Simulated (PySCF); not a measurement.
**SiTe: the SCF solver's settings**

The same problem is solved with other solver options, one edit a run.

Computed with PySCF 2.14.0. Level: method and basis as typed in the scripts.

6 further runs of the same task are left out: 3 for a known fault of the program, 3 that didn't finish.

## Step 1: Where the work starts

SiTe: 2 atoms, charge 0, spin multiplicity 1.

Bond lengths: Si1–Te2 2.800 Å.

## Step 2: The run that the others are compared with

input.py

```python
from pyscf import gto, scf, mp

mol = gto.M(
    atom='Si 0 0 0; Te 0 0 2.8',
    basis='x2c-svpall',
    charge=0,
    spin=0,
    verbose=4,
)
mf = scf.UHF(mol)
mf = mf.sfx2c1e()
mf.kernel()
mp.MP2(mf, frozen=23).kernel()
mf.dip_moment()
print('orbital energies (hartree):', [e[max(0, n-3):n+3].round(4) for e, n in zip(mf.mo_energy, mol.nelec)])
```

Run with:

```sh
$ python input.py
```

Its log is not repeated here.

In short: E(SCF) = -7079.647834 Eh, E(MP2) − E(SCF) = -0.20821 Eh, μ = 3.72 D (of the SCF density).

The bond length is a typed value, not an optimised one.

## Step 3: Smearing width 0.001 hartree

Edit 1 changes smearing width: none → 0.001 hartree; step after the SCF: mp2 → none.

input.py

```python
from pyscf import gto, scf

mol = gto.M(
    atom='Si 0 0 0; Te 0 0 2.8',
    basis='x2c-svpall',
    charge=0,
    spin=0,
    verbose=4,
)
mf = scf.UHF(mol)
mf = mf.sfx2c1e()
mf = scf.addons.smearing_(mf, sigma=0.001, method='fermi')
mf.kernel()
mf.dip_moment()
print('orbital energies (hartree):', [e[max(0, n-3):n+3].round(4) for e, n in zip(mf.mo_energy, mol.nelec)])
```

Run with:

```sh
$ python input.py
```

## Step 4: Point-group symmetry on

Edit 2 changes point-group symmetry: off → on.

input.py: that of step 2 with these lines changed.

```diff
@@ -7,2 +7,3 @@
     spin=0,
+    symmetry=True,
     verbose=4,
```

## Step 5: Convergence threshold 1e-11 hartree

Edit 3 changes convergence threshold: default → 1e-11 hartree.

input.py: that of step 2 with these lines changed.

```diff
@@ -11,2 +11,3 @@
 mf = mf.sfx2c1e()
+mf.conv_tol = 1e-11
 mf.kernel()
```

## Step 6: Convergence threshold 0.001 hartree

Edit 4 changes convergence threshold: default → 0.001 hartree.

input.py: that of step 2 with these lines changed.

```diff
@@ -11,2 +11,3 @@
 mf = mf.sfx2c1e()
+mf.conv_tol = 0.001
 mf.kernel()
```

## Step 7: Second-order solver on

Edit 5 changes second-order solver: off → on.

input.py: that of step 2 with these lines changed.

```diff
@@ -11,2 +11,3 @@
 mf = mf.sfx2c1e()
+mf = mf.newton()
 mf.kernel()
```

## Step 8: Smearing width 0.05 hartree

Edit 6 changes smearing width: none → 0.05 hartree; step after the SCF: mp2 → none.

input.py: that of step 2 with these lines changed.

```diff
@@ -1,2 +1,2 @@
-from pyscf import gto, scf, mp
+from pyscf import gto, scf
 
@@ -11,4 +11,4 @@
 mf = mf.sfx2c1e()
+mf = scf.addons.smearing_(mf, sigma=0.05, method='fermi')
 mf.kernel()
-mp.MP2(mf, frozen=23).kernel()
 mf.dip_moment()
```

**Question.** What will these runs give? Wanted: for each run, E(SCF); from base; gap; SCF dipole; after the SCF.

**Answer**, as computed:

```tsv
run	E(SCF) (hartree)	from base (eV)	cycles	gap (eV)	SCF dipole (D)	after the SCF
base	-7079.647834	0	17	7.06	3.72	MP2 correlation -5.666 eV, core frozen
smearing width 0.001 hartree	-7079.647834	0.0000	17	n/a	3.72	n/a
point-group symmetry on	-7079.647834	0.0000	17	7.06	3.72	MP2 correlation -5.666 eV, core frozen
convergence threshold 1e-11 hartree	-7079.647834	0.0000	18	7.06	3.72	MP2 correlation -5.666 eV, core frozen
convergence threshold 0.001 hartree	-7079.647580	not comparable	5	6.98	3.62	MP2 correlation -5.803 eV, core frozen
second-order solver on	-7079.671160	-0.6347	7 macro	7.07	1.09	MP2 correlation -4.244 eV, core frozen
smearing width 0.05 hartree	-7079.546160	+2.7667	23	n/a	2.98	n/a
```

Distance from each run's final energy (log10 hartree) by cycle:

```tsv
run	cycle 1	cycle 2	cycle 3	cycle 5	cycle 8	cycle 12
base	-0.7	-0.1	-2.3	-3.3	-4.5	-7.0
smearing width 0.001 hartree	-0.7	-0.1	-2.3	-3.3	-4.5	-7.0
point-group symmetry on	-0.7	-0.1	-2.3	-3.3	-4.5	-7.0
convergence threshold 1e-11 hartree	-0.7	-0.1	-2.3	-3.3	-4.5	-7.0
convergence threshold 0.001 hartree	-0.7	-0.1	-2.3	-3.7	done	done
second-order solver on	-1.4	-2.2	-2.6	-8.7	done	done
smearing width 0.05 hartree	-0.9	-0.4	-1.4	-3.3	-4.1	-6.3
```

**Reading.** The SCF energy stays the same, to the digits that matter, with smearing width 0.001 hartree or point-group symmetry on or convergence threshold 1e-11 hartree. The largest comparable shift of the SCF energy, +2.767 eV, comes with the run “smearing width 0.05 hartree”. With second-order solver on the SCF ends in another solution, 0.63 eV lower: the path to self-consistency decides the state here. With smearing width 0.001 hartree, point-group symmetry on the path hardly changes: 17 cycles against 17. Rows marked «poor choice» come from settings spoiled on purpose.
